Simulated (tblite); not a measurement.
# C6H13AsSi: the cost of one run

The runs use tblite 0.8.0 and PySCF 2.14.0, with density-fitted response routines of our own; the level of theory stands in each step. All values are computed, except where a source is named. Atoms are numbered from 0 throughout.

### Step 1. Starting geometry

21 atoms, charge 0, multiplicity 1; geometry from: force field or distance geometry start.

Bonds of the start (Å): C0–C1 1.21, C1–Si2 1.82, Si2–C3 1.88, C3–As4 1.96, As4–C5 1.97, As4–C6 1.98, C6–C7 1.51, C0–H8 1.05, Si2–H9 1.48, Si2–H10 1.46, C3–H11 1.12, C3–H12 1.12, C5–H13 1.10, C5–H14 1.12, C5–H15 1.10, C6–H16 1.11, C6–H17 1.12, C7–H18 1.12, C7–H19 1.11, C7–H20 1.11.

### Step 2. Geometry optimisation with GFN2-xTB

The job: settings as JSON, then the geometry in Å.

```
{"job": {"kind": "relax", "xc": "GFN2-xTB", "basis": "xTB"}, "charge": 0, "multiplicity": 1}
C      4.022400    -0.381300    -1.452100
C      3.123800    -0.926100    -0.857800
Si     1.802100    -1.762900     0.064500
C      0.841900    -0.497900     1.061600
As     0.043900     0.855900    -0.111900
C     -0.820600     1.818500     1.374000
C     -1.556400    -0.226000    -0.548300
C     -2.533500     0.584000    -1.373700
H      4.795900     0.103500    -1.979700
H      0.889700    -2.429800    -0.885200
H      2.370500    -2.765900     0.961900
H      0.051800    -1.026700     1.657300
H      1.539800    -0.007600     1.781100
H     -1.359900     1.112800     2.031300
H     -0.039900     2.347000     1.974000
H     -1.526000     2.573400     0.986800
H     -1.239600    -1.117600    -1.121300
H     -2.053900    -0.578600     0.387600
H     -3.413700    -0.050100    -1.636100
H     -2.892600     1.460900    -0.798200
H     -2.054600     0.931400    -2.309100
```

Started as:

```console
> OMP_NUM_THREADS=1 python probes_run.py task.json out
```

The driver reads the jobs from task.json and runs them one after another.

**Question.** How long does this first job take on 1 thread of Intel Xeon at 2.50GHz, shared host, and how much memory does it need?

About 5.9 s, with a peak of 0.18 GiB.
